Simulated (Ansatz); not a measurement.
# HPbNO4 in Ansatz: the effect of functional

HPbNO4:

```
CELL_PARAMETERS angstrom
4.92453 0.00000 0.00000
0.00000 5.59720 0.00000
0.00000 0.00000 7.24347
ATOMIC_POSITIONS crystal
H 0.00000 0.50000 0.19317
H 0.50000 0.00000 0.80683
Pb 0.50000 0.50000 0.95257
Pb 0.00000 0.00000 0.04743
N 0.00000 0.00000 0.63654
N 0.50000 0.50000 0.36346
O 0.00000 0.50000 0.05860
O 0.50000 0.00000 0.94140
O 0.00000 0.19569 0.72995
O 0.00000 0.80431 0.72995
O 0.00000 0.00000 0.46750
O 0.50000 0.69569 0.27005
O 0.50000 0.30431 0.27005
O 0.50000 0.50000 0.53250
```

The cell was built by a generator and needn't be a form met in nature.

Alike in all runs:

```yaml
Program: Ansatz 0.2.0
Task: single point
Potentials_or_basis: Ansatz PAW
Cutoff: "420 eV (not typed: the program's choice for these potentials)"
k_mesh: 3 × 2 × 2
Occupations: fermi-dirac, width 0.05 eV
Spin: no spin polarisation
```

Task: One run gave: gap on the mesh 5.13 eV; pressure -4.3 GPa; largest force 1.65 eV/Å. Which functional did it use?
A. B3LYP
B. HSE03
C. PBE0

Result: C.

```tsv
functional	gap on the mesh (eV)	pressure (GPa)	largest force (eV/Å)
B3LYP	4.80	-1.8	1.11
HSE03	4.17	-4.1	1.59
PBE0	5.13	-4.3	1.65
```

Caveats: all runs use coarse meshes; odd divisions of the mesh miss points on the zone boundary, where band edges often lie, so the gap on the mesh can be too wide; spin-orbit coupling is left out, which as a rule narrows the gap of such compounds by several tenths of an eV; the PAW data sets come from PBE, with cores solved anew for the run's functional, which leaves a small shift of forces and pressure; forces of over 1 eV/Å show positions far from the minimum, so gaps and moduli don't describe the material at rest; the thresholds are loose for stress.

A k mesh can miss the band edges.

Runs at the PBE level aren't shown here.
